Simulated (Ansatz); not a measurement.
**GeClF + HCl: a complex and its separated parts**

Aim: how far the complex at one end of a reaction step lies below its separated, relaxed parts, level by level.

Program: Ansatz 0.2.0, Gaussian basis. Level of theory: PBE0-D4/def2-TZVP structures, single points in def2-TZVPP, no counterpoise correction. These are calculated values, not measurements.

Levels: SPW92, PBE-D4, BLYP-D4, r2SCAN-D4, B97M-V, PBE0-D4, B3LYP-D4, r2SCAN0-D4, BHLYP-D4, CAM-B3LYP-D4, wB97X-V, wB97M-V, B2PLYP, PBE-QIDH, RPA on PBE, Hartree-Fock, MP2, CCSD, CCSD(T).

Cores are frozen in the correlated methods. Filled d shells of the heavier atoms are correlated. B3LYP uses VWN-RPA correlation. B2PLYP carries no dispersion term here.

21 further runs of the same task are left out: 21 set aside as unsound or not needed.

## (1) The starting structure

The complex: 5 atoms, charge 0, spin multiplicity 1.

Atoms are counted from 1 here; the program's logs count them from 0.

Bond lengths: Ge1–F2 1.772 Å, Ge1–Cl5 2.188 Å, H3–Cl4 1.287 Å. Angles: F2–Ge1–Cl5 97.4°.

Coordinates:

```xyz
5
charge 0, multiplicity 1
Ge    0.3188   -1.0437    0.8542
F    -0.2002   -1.2115   -0.8318
H    -1.1407    0.8798   -0.8130
Cl   -1.2272    1.4663    0.3288
Cl    2.2494   -0.0910    0.4619
```

Its parts: GeClF holds atoms 1, 2, 5; HCl holds atoms 3, 4. Each part counts its atoms afresh in its own runs.

## (2) Relaxing GeClF alone

relax-a/in.yaml reads:

```yaml
crystal:
  periodic: [false, false, false]
  atoms:
    - {symbol: Ge, position_ang: [0.318774, -1.043734, 0.854166]}
    - {symbol: F, position_ang: [-0.200245, -1.211487, -0.831756]}
    - {symbol: Cl, position_ang: [2.249374, -0.090950, 0.461857]}
basis:
  gaussian: {orbitals: def2-TZVP}
hamiltonian: {xc: pbe0, dispersion: d4}
relax: {f_tol: 0.005, max_steps: 200}
```

The command line of these runs was not kept.

The runs that follow: Relaxing HCl alone; wB97M-V/def2-TZVPP; CCSD(T)/def2-TZVPP; Vibrations of GeClF; Vibrations of HCl.

Q: Predict the outcome of this session. Wanted: complex less parts, CCSD(T)/def2-TZVPP; with zero-point energy; largest T1 diagnostic.

As calculated:

| quantity | value |
| --- | --- |
| complex less parts, CCSD(T)/def2-TZVPP | -15.6 kJ/mol |
| with zero-point energy | -11.3 kJ/mol |
| largest T1 diagnostic | 0.014 |

At CCSD(T) the complex lies 15.6 kJ/mol below its parts. B2PLYP is the best functional here (+1.3 kJ/mol from CCSD(T)); SPW92 is the worst (-23.0 kJ/mol). Mean unsigned error by rung: LDA 23.0, GGA 9.1, meta-GGA 7.4, hybrid 7.5, range-separated hybrid 6.3, double hybrid 2.1 kJ/mol. PBE-D4 gives a relative energy 10.3 kJ/mol too low, outside chemical accuracy (1 kcal/mol, 4.2 kJ/mol). No counterpoise was applied, and triple zeta lacks some correlation, so the CCSD(T) reference has a basis error of its own, and close matches with it are partly luck.
